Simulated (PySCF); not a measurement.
# GeS: a composite coupled-cluster curve

The task here is to estimate one member of a computed series from the others.

Computed with PySCF 2.14.0. Level: CCSD(T) on RHF, scalar-relativistic core potentials.

The first run:

```yaml
molecule: GeS
state: singlet, unpaired electrons none
smaller_basis: Ge cc-pwCVDZ-PP with ECP10, S aug-cc-pV(D+d)Z
larger_basis: Ge cc-pwCVTZ-PP with ECP10, S aug-cc-pV(T+d)Z
frozen_core_orbitals: 9
extrapolation: correlation as n⁻³ (n = 2, 3), Hartree–Fock as (n+1)·exp(−9√n)
corrections: core–valence correlation
distances_Å: 1.7801, 1.8610, 1.9419, 2.0229, 2.1038, 2.2049, 2.3061
masses_u: 73.9212, 31.9721
dissociation_limit: Ge + S
```

Started as:

```sh
$ OMP_NUM_THREADS=4 python comp.py task.json out
```

One of the session's tables, all rows but one given; the rest of the session is left out.

Parts of the energy along the bond, in eV from Ge + S:

| R (Å) | HF/CBS | CCSD corr. | (T) | core–valence |
| --- | --- | --- | --- | --- |
| 1.7801 | -2.239 | -2.038 | -0.2822 | -0.0350 |
| 1.8610 | -2.900 | -2.037 | -0.3036 | -0.0274 |
| 1.9419 | -3.195 | -2.052 | -0.3292 | -0.0213 |
| 2.0229 | -3.225 | -2.078 | -0.3591 | -0.0165 |
| 2.1038 | -3.067 | -2.114 | -0.3933 | -0.0127 |
| 2.2049 | ? | ? | ? | ? |
| 2.3061 | -2.187 | -2.229 | -0.4988 | -0.0067 |

Q: Estimate the row for R (Å) = 2.2049 from the others.

Worked estimate for «HF/CBS». A straight line through the neighbours (2.1038, -3.067) and (2.3061, -2.187) gives -3.067 + (-2.187 + 3.067) × (2.2049 − 2.1038) / (2.3061 − 2.1038) = -2.627; a parabola fitted to 3 rows on both sides gives -2.714.

As computed: HF/CBS: -2.690; CCSD corr.: -2.168; (T): -0.4424; core–valence: -0.0092. In «HF/CBS» the line misses by +0.063 and the parabola by -0.024.

Caveats from the session: Spin–orbit coupling and excitations beyond (T) are left out. An extrapolation from double and triple zeta is rough, so this isn't yet the limit.
